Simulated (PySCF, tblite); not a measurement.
# C3H11GeNO: a rotation path, then NMR shifts on frames

How do NMR shifts of C3H11GeNO (`CCC[O][GeH2][NH2]`) change as the atoms move?

The runs use tblite 0.8.0 and PySCF 2.14.0, with density-fitted response routines of our own; the level of theory stands in each step. All values are computed, except where a source is named. Atoms are numbered from 0 throughout.

### Step 1. Starting geometry

17 atoms, charge 0, multiplicity 1; geometry from: GFN2-xTB.

Bonds of the start (Å): C0–C1 1.52, C1–C2 1.53, C2–O3 1.41, O3–Ge4 1.77, Ge4–N5 1.80, C0–H6 1.09, C0–H7 1.09, C0–H8 1.09, C1–H9 1.09, C1–H10 1.09, C2–H11 1.10, C2–H12 1.10, Ge4–H13 1.50, Ge4–H14 1.50, N5–H15 1.01, N5–H16 1.01.

### Step 2. A band between two rotamers with GFN2-xTB

Job settings and geometry (Å):

```
{"job": {"kind": "neb", "xc": "GFN2-xTB", "basis": "xTB", "atoms": [0, 1, 2, 3], "turn": 120}, "charge": 0, "multiplicity": 1}
C     -2.959297    -0.059593    -0.131019
C     -1.550223    -0.635473    -0.096843
C     -0.492946     0.462642    -0.047858
O      0.782935    -0.139703    -0.016781
Ge     2.358959     0.653279     0.039762
N      3.593207    -0.654632     0.059576
H     -3.693310    -0.860661    -0.166507
H     -3.147505     0.543594     0.754401
H     -3.093808     0.570678    -1.007248
H     -1.426463    -1.274744     0.779088
H     -1.372851    -1.247987    -0.982611
H     -0.587646     1.110133    -0.928427
H     -0.643581     1.084194     0.843583
H      2.555462     1.497798    -1.189896
H      2.483591     1.466793     1.299395
H      3.617179    -1.242133    -0.763450
H      3.569298    -1.262156     0.867922
```

Level: GFN2-xTB climbing-image nudged elastic band, gas phase.

Command:

```
> OMP_NUM_THREADS=1 python probes_run.py task.json out
```

One launch serves the whole session: the jobs run in the order shown.

What it wrote:

```text
image   E - E0 / eV
  0      -0.0000
  1       0.0123
  2       0.0425
  3       0.0769
  4       0.0963
  5       0.0894
  6       0.0608
  7       0.0283
  8       0.0111
```

Run time: 2.5 s. Hardware: 1 thread of Arm Neoverse V1, shared host; peak memory 0.18 GiB.

The final band, with the dihedral C0–C1–C2–O3:

| image | dihedral (°) | energy (eV) | energy (kcal/mol) |
| --- | --- | --- | --- |
| 0 | 180 | 0.000 | 0.0 |
| 1 | 194 | 0.012 | 0.3 |
| 2 | 208 | 0.043 | 1.0 |
| 3 | 222 | 0.077 | 1.8 |
| 4 | 237 | 0.096 | 2.2 |
| 5 | 251 | 0.089 | 2.1 |
| 6 | 266 | 0.061 | 1.4 |
| 7 | 280 | 0.028 | 0.7 |
| 8 | 293 | 0.011 | 0.3 |

### Step 3. Shielding tensors: image 0, PBE0/pcSseg-1

Job settings and geometry (Å):

```
{"job": {"kind": "nmr", "xc": "PBE0", "basis": "pcSseg-1", "pop": false}, "charge": 0, "multiplicity": 1}
C     -2.959300    -0.059600    -0.131000
C     -1.550200    -0.635500    -0.096800
C     -0.492900     0.462600    -0.047900
O      0.782900    -0.139700    -0.016800
Ge     2.359000     0.653300     0.039800
N      3.593200    -0.654600     0.059600
H     -3.693300    -0.860700    -0.166500
H     -3.147500     0.543600     0.754400
H     -3.093800     0.570700    -1.007200
H     -1.426500    -1.274700     0.779100
H     -1.372900    -1.248000    -0.982600
H     -0.587600     1.110100    -0.928400
H     -0.643600     1.084200     0.843600
H      2.555500     1.497800    -1.189900
H      2.483600     1.466800     1.299400
H      3.617200    -1.242100    -0.763400
H      3.569300    -1.262200     0.867900
```

With the program's defaults for keys left out, this is: GIAO PBE0/pcSseg-1 NMR shielding, non-relativistic, gas phase.

What it wrote:

```text
coarse grid: 60448 points
cycle   1  E = -2326.9728064946  dE = -1.671e-01  |g| = 1.162e+00  |ddm| = 3.587e+00
cycle   2  E = -2326.7184588416  dE =  2.543e-01  |g| = 1.618e+00  |ddm| = 1.943e+00
cycle   3  E = -2327.1236647192  dE = -4.052e-01  |g| = 2.688e-01  |ddm| = 1.486e+00
cycle   4  E = -2327.1355157123  dE = -1.185e-02  |g| = 8.370e-02  |ddm| = 2.377e-01
cycle   5  E = -2327.1365453313  dE = -1.030e-03  |g| = 2.075e-02  |ddm| = 6.985e-02
cycle   6  E = -2327.1366319674  dE = -8.664e-05  |g| = 5.869e-03  |ddm| = 1.697e-02
cycle   7  E = -2327.1366382285  dE = -6.261e-06  |g| = 8.364e-04  |ddm| = 4.391e-03
final grid: 127960 points
cycle   8  E = -2327.1365367314  dE = -4.035e-08  |g| = 8.863e-04  |ddm| = 1.977e-03
cycle   9  E = -2327.1365366487  dE =  8.272e-08  |g| = 1.122e-03  |ddm| = 1.631e-03
cycle  10  E = -2327.1365369058  dE = -2.571e-07  |g| = 1.096e-04  |ddm| = 8.597e-04
cycle  11  E = -2327.1365369080  dE = -2.147e-09  |g| = 3.636e-05  |ddm| = 1.020e-04
cycle  12  E = -2327.1365369082  dE = -2.110e-10  |g| = 3.462e-06  |ddm| = 2.834e-05
converged SCF energy = -2327.1365369082

GIAO shielding tensors (ppm)
atom      isotropic    diamagn.    paramagn.     s11        s22        s33       span
  0 C      175.590     246.375     -70.785    168.698    169.415    188.656     19.958
  1 C      155.708     247.927     -92.219    138.222    157.453    171.448     33.226
  2 C      115.628     244.929    -129.301     82.346    102.466    162.073     79.727
  3 O      285.976     407.572    -121.595    243.060    287.525    327.344     84.283
  4 Ge    1340.618    2756.611   -1415.994   1222.719   1338.607   1460.527    237.808
  5 N      247.906     322.649     -74.743    239.464    239.809    264.444     24.980
  6 H       30.551      27.331       3.220     26.036     27.820     37.797     11.761
  7 H       30.991      29.192       1.799     26.613     29.213     37.148     10.534
  8 H       30.994      29.139       1.856     26.616     29.218     37.149     10.533
  9 H       30.013      32.439      -2.426     25.588     30.185     34.268      8.680
 10 H       30.012      32.381      -2.369     25.587     30.182     34.267      8.680
 11 H       28.021      32.602      -4.582     22.684     28.678     32.700     10.016
 12 H       28.019      32.652      -4.634     22.682     28.679     32.695     10.012
 13 H       26.721      29.277      -2.556     19.931     21.992     38.240     18.309
 14 H       26.720      29.310      -2.589     19.928     21.989     38.244     18.316
 15 H       30.928      32.745      -1.817     23.529     26.515     42.739     19.209
 16 H       30.927      32.834      -1.907     23.529     26.516     42.738     19.209
```

Run time: 22 s. Hardware: 1 thread of Arm Neoverse V1, shared host; peak memory 0.88 GiB.

The references, computed at this level on geometries of the same kind, shield at (ppm): ¹H TMS 31.72, ¹³C TMS 186.9, ¹⁵N NH3 267.7, ¹⁷O H2O 336.1, ⁷³Ge GeMe4 1331. Their shielding less the atom's gives the shift. The references are single molecules in the gas phase, so shifts against H2O, NH3, PH3, H3PO4 or CFCl3 are not on the usual liquid scales and can be off by tens of ppm. Each atom is listed at this fixed geometry, with no averaging over motion; a spectrum would average atoms that exchange fast.

| atoms | environment | σ (ppm) | δ (ppm) |
| --- | --- | --- | --- |
| C2 | sp3 CH2 bonded to O | 115.6 | 71.3 |
| C1 | sp3 CH2 | 155.7 | 31.2 |
| C0 | methyl carbon | 175.6 | 11.3 |
| H14 | hydrogen on a germanium bonded to N, O | 26.72 | 5.00 |
| H13 | hydrogen on a germanium bonded to N, O | 26.72 | 5.00 |
| H12 | hydrogen on an sp3 CH2 bonded to O | 28.02 | 3.70 |
| H11 | hydrogen on an sp3 CH2 bonded to O | 28.02 | 3.70 |
| H10 | hydrogen on an sp3 CH2 | 30.01 | 1.71 |
| H9 | hydrogen on an sp3 CH2 | 30.01 | 1.70 |
| H6 | hydrogen on a methyl carbon | 30.55 | 1.17 |
| H16 | hydrogen on a nitrogen bonded to Ge | 30.93 | 0.79 |
| H15 | hydrogen on a nitrogen bonded to Ge | 30.93 | 0.79 |
| H7 | hydrogen on a methyl carbon | 30.99 | 0.73 |
| H8 | hydrogen on a methyl carbon | 30.99 | 0.72 |
| O3 | oxygen bonded to C, Ge | 286.0 | 50.1 |
| Ge4 | germanium bonded to N, O, 2 H | 1341 | -10 |
| N5 | nitrogen bonded to Ge, 2 H | 247.9 | 19.8 |

### Step 4. NMR shieldings: image 2, PBE0/pcSseg-1

Job settings and geometry (Å):

```
{"job": {"kind": "nmr", "xc": "PBE0", "basis": "pcSseg-1", "pop": false}, "charge": 0, "multiplicity": 1}
C     -2.897800    -0.088500    -0.366900
C     -1.570200    -0.620700     0.154100
C     -0.501100     0.473100     0.189700
O      0.770600    -0.123300     0.047300
Ge     2.351100     0.665300     0.040300
N      3.554900    -0.655700    -0.161400
H     -3.641600    -0.881500    -0.390600
H     -3.264800     0.715500     0.268600
H     -2.775500     0.298600    -1.376400
H     -1.697600    -1.040700     1.153500
H     -1.207300    -1.419100    -0.496600
H     -0.675400     1.179400    -0.631100
H     -0.553400     1.033800     1.130400
H      2.476100     1.607900    -1.128500
H      2.575400     1.365200     1.353900
H      3.495800    -1.144600    -1.045700
H      3.553600    -1.352700     0.572400
```

Method: GIAO PBE0/pcSseg-1 NMR shielding, non-relativistic, gas phase.

What it wrote:

```text
coarse grid: 60448 points
cycle   1  E = -2326.9697507805  dE = -1.704e-01  |g| = 1.163e+00  |ddm| = 3.585e+00
cycle   2  E = -2326.7110737654  dE =  2.587e-01  |g| = 1.625e+00  |ddm| = 1.930e+00
cycle   3  E = -2327.1209799432  dE = -4.099e-01  |g| = 2.712e-01  |ddm| = 1.476e+00
cycle   4  E = -2327.1330523488  dE = -1.207e-02  |g| = 8.416e-02  |ddm| = 2.363e-01
cycle   5  E = -2327.1340913057  dE = -1.039e-03  |g| = 2.098e-02  |ddm| = 6.968e-02
cycle   6  E = -2327.1341798736  dE = -8.857e-05  |g| = 5.911e-03  |ddm| = 1.712e-02
cycle   7  E = -2327.1341862006  dE = -6.327e-06  |g| = 8.452e-04  |ddm| = 4.428e-03
final grid: 127960 points
cycle   8  E = -2327.1341225268  dE = -4.459e-08  |g| = 9.093e-04  |ddm| = 2.171e-03
cycle   9  E = -2327.1341224395  dE =  8.733e-08  |g| = 1.146e-03  |ddm| = 1.664e-03
cycle  10  E = -2327.1341227121  dE = -2.726e-07  |g| = 1.081e-04  |ddm| = 8.759e-04
cycle  11  E = -2327.1341227142  dE = -2.121e-09  |g| = 3.624e-05  |ddm| = 9.964e-05
cycle  12  E = -2327.1341227144  dE = -1.892e-10  |g| = 3.653e-06  |ddm| = 2.765e-05
converged SCF energy = -2327.1341227144

GIAO shielding tensors (ppm)
atom      isotropic    diamagn.    paramagn.     s11        s22        s33       span
  0 C      173.393     246.643     -73.250    159.509    174.022    186.648     27.139
  1 C      155.587     248.372     -92.785    132.550    159.749    174.462     41.912
  2 C      115.673     244.861    -129.188     82.417    104.021    160.582     78.164
  3 O      282.348     407.292    -124.944    229.551    282.319    335.174    105.623
  4 Ge    1340.316    2756.678   -1416.362   1225.665   1336.623   1458.660    232.995
  5 N      247.460     322.989     -75.529    238.098    240.163    264.119     26.021
  6 H       30.582      27.482       3.100     26.010     27.777     37.959     11.949
  7 H       30.971      28.899       2.072     26.670     29.019     37.224     10.554
  8 H       30.873      29.908       0.965     26.615     29.443     36.560      9.945
  9 H       29.734      31.884      -2.150     25.606     29.269     34.327      8.720
 10 H       30.142      32.740      -2.598     25.434     30.784     34.209      8.775
 11 H       28.318      33.082      -4.764     22.538     28.647     33.769     11.231
 12 H       27.694      32.206      -4.511     22.798     28.431     31.854      9.056
 13 H       26.725      29.307      -2.581     20.006     21.965     38.205     18.199
 14 H       26.723      29.213      -2.490     19.956     21.956     38.258     18.302
 15 H       30.936      32.957      -2.021     23.586     26.619     42.603     19.018
 16 H       30.955      32.877      -1.922     23.587     26.568     42.710     19.123
```

Run time: 22 s. Hardware: 1 thread of Arm Neoverse V1, shared host; peak memory 0.9 GiB.

This run: δ C2 71.3, C1 31.3, C0 13.5, O3 53.7, H14 4.99, H13 4.99 ppm.

(Part 1 of 2 ends here.)
